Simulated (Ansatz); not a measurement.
# AlGaHCl (singlet): from Hartree-Fock to the top rungs at a displaced geometry (v1), cc-pVDZ

An exercise on one series of results from a longer session: the logs are not shown, and one member is left open.

Method: cc-pVDZ, core rule «outside noble gas», up to 24 orbitals frozen; program: Ansatz 0.2.0, Gaussian basis.

To be run: UHF; CCSD(T) on RHF; CCSD(T) on UHF; BCCD(T) on RHF; CISD; CCSDT(Q) on RHF; CCSDT(Q) on UHF; CASSCF and MRCISD+Q, 8 electrons in 8 orbitals; CASSCF and NEVPT2, 8 electrons in 8 orbitals.

25 further runs of the same task are left out: 3 for a known fault of the program, 11 that didn't finish, 11 set aside as unsound or not needed. Runs told in other sessions of the task aren't counted.

**What is computed**

The geometry is a PBE0/def2-TZVP stationary point (not a proven minimum) with its atoms shifted at random (size 0.040 Å). No spin-orbit coupling is included. The filled d shell of Ga may be among the frozen orbitals whatever the setting's name suggests.

4 atoms, charge 0, spin multiplicity 1.

Atoms are counted from 1 here; the program's logs count them from 0.

Bond lengths: Cl1–Al2 2.144 Å, Al2–Ga3 2.704 Å, Al2–H4 1.902 Å, Ga3–H4 1.869 Å. Angles: Cl1–Al2–Ga3 148.6°, Cl1–Al2–H4 105.0°, Ga3–Al2–H4 43.7°, Al2–Ga3–H4 44.7°, Al2–H4–Ga3 91.6°.

Set-up of the first run:

in.yaml

```yaml
crystal:
  periodic: [false, false, false]
  atoms:
    - {symbol: Cl, position_ang: [-0.024087, 0.170850, 2.880022]}
    - {symbol: Al, position_ang: [-0.024920, -0.508828, 0.846084]}
    - {symbol: Ga, position_ang: [0.023044, 0.094464, -1.788937]}
    - {symbol: H, position_ang: [-0.079733, 1.076971, -0.202400]}
basis:
  gaussian: {orbitals: cc-pVDZ}
magnetization: {spin_polarized: true, initial_magnetization: 0}
hamiltonian: {xc: hf}
output: {orbitals: {seedname: orbitals}}
```

Command:

```sh
$ ansatz run in.yaml --threads 1 --pin off --events-out ev --progress --plain --max-ram 2393MiB
```

Among the steps run: UHF; CCSD(T) on RHF; CCSD(T) on UHF; BCCD(T) on RHF; CISD; CCSDT(Q) on RHF; CCSDT(Q) on UHF; CASSCF and MRCISD+Q, 8 electrons in 8 orbitals; CASSCF and NEVPT2, 8 electrons in 8 orbitals.

One table of the session follows, with a row left open; its other results are not shown here.

It belongs to the step «Misses and costs». 

```
         method  from RCCSDT(Q) (kcal/mol)
            RHF                    +182.77
            UHF                    +182.70
           RMP2                     +30.96
           CISD                          ?
          RCCSD                      +6.31
       RCCSD(T)                      +1.25
        BCCD(T)                      +1.21
         RCCSDT                      +0.45
      RCCSDT(Q)                          0
CASSCF frontier                    +147.46
NEVPT2 frontier                     +26.13
```

Estimate the missing values for CISD.

**Answer.** from RCCSDT(Q) (kcal/mol): +26.57. In the column «from RCCSDT(Q) (kcal/mol)» it lies between NEVPT2 frontier (+26.13) and RMP2 (+30.96).

Not comparable, so not listed: CCSD(T) on UHF; CASSCF and MRCISD+Q, 8 electrons in 8 orbitals (they don't share determinant, frozen orbitals or solution with the rows shown, or repeat one).

Limits of these values: Warnings: restricted reference is unstable. Warnings in the runs' records: passed over end.
